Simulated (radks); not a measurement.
**He⁺ in 2s1: an all-electron calculation**

What are the levels of the helium ion He+, how large are its shells, and how does its energy divide?

The numbers are computed with radks (a radial shooting solver on a logarithmic mesh, Libxc functionals) version 1 (Dirac Kohn-Sham, PBE, spin-unpolarised, spherical densities, finite nucleus), except any that are marked as measured or tabulated.

## Step 1: The atom as given

| Property | Result |
| --- | --- |
| element | helium (Z = 2) |
| charge | +1 |
| electrons | 1 |
| configuration | 2s1 |
| nuclear rms radius | 1.6755 fm |

Outer shells as boxes (Hund's rule):

He⁺
```
2s [↑ ]
```

## Step 2: Self-consistent calculation

Settings of this run:

```text
Z 2
configuration 2s1
relativity Dirac
functional pbe,pbe
spin unpolarised
j_filling energy
nucleus finite rms 1.6755 fm
c 137.035999084
```

The run is started by

```sh
$ python run_ks.py task.json out
```

The same process makes all the runs of this session.

**Question.** What will this run give?

The runs gave:

| quantity | value |
| --- | --- |
| total energy | -0.49759 hartree |
| exchange-correlation share of it | 29.86 % |
| −T/E | 0.9831 |
| highest occupied level | 2s1/2, -10.561 eV |
| most extended occupied level | 2s1/2, <r> = 2.98 bohr |
| radius at density 0.001 e/bohr³ | 3.95 bohr |
| maxima of the radial density | 2 |

What this shows: The radial density shows 2 maxima for 1 occupied principal shells. This is not the tabulated ground configuration, so its levels and sizes aren't those of the ground state, and no measured value stands beside it.
